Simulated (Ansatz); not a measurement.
# BeSn3: the cost of one run

Computed with Ansatz 0.2.0 (DFT PBE, scalar-relativistic, plane waves, PAW, unless a step's input says otherwise).

### 1 The system as given

Symmetry: I4/mmm, No. 139, tetragonal system. Conventional cell: a = 4.239 Å, b = 4.239 Å, c = 9.470 Å, α = 90.00°, β = 90.00°, γ = 90.00°. Be (site symmetry 4/mmm) has 12 Sn at 3.00 to 3.18 Å as nearest neighbours. Sn (site symmetry 4/mmm) has 4 Be at 3.00 Å and 8 Sn at 3.18 Å as nearest neighbours. Around Sn (site symmetry -4m2) lie 8 Sn at 3.00 to 3.18 Å and 4 Be at 3.18 Å.

Structure file:

```
CELL_PARAMETERS angstrom
-2.11973 2.11973 4.73497
2.11973 -2.11973 4.73497
2.11973 2.11973 -4.73497
ATOMIC_POSITIONS crystal
Be 0.00000 0.00000 0.00000
Sn 0.50000 0.50000 0.00000
Sn 0.25000 0.75000 0.50000
Sn 0.75000 0.25000 0.50000
```

(A quick probe on a coarse mesh, which set the mesh and smearing, is not shown.)

### 3 Coarse relaxation

File input.yaml:

```yaml
crystal:
  lattice:
    - [-2.119726406, 2.119726406, 4.7349732705]
    - [2.119726406, -2.119726406, 4.7349732705]
    - [2.119726406, 2.119726406, -4.7349732705]
  atoms:
    - { symbol: Be, position: [0.0, 0.0, 0.0] }
    - { symbol: Sn, position: [0.5, 0.5, 0.0] }
    - { symbol: Sn, position: [0.25, 0.75, 0.5] }
    - { symbol: Sn, position: [0.75, 0.25, 0.5] }
basis:
  ecutwfc: 420
kpoints:
  mp_grid: { grid: [6, 6, 6] }
hamiltonian:
  xc: pbe
scf:
  occupations: { method: gaussian, width: 0.1 }
  lower_state_search: "off"
output:
  forces: true
  stress: true
  eigenvalues: true
relax:
  adjacent_minimum: "off"
  f_tol: 0.04
  max_steps: 70
  cell: { stress_tol: 0.4 }
```

Started as:

```
> ansatz run input.yaml --threads 1 --pin off --max-ram 2560MiB --backend cpu --events-out ev --progress --plain --runs-dir out
```

**Question.** How long does this run take on 1 thread of Intel Xeon Platinum 8488C (Sapphire Rapids), shared host, and how much memory does it need?

About 22 s, with a peak of 0.46 GiB.
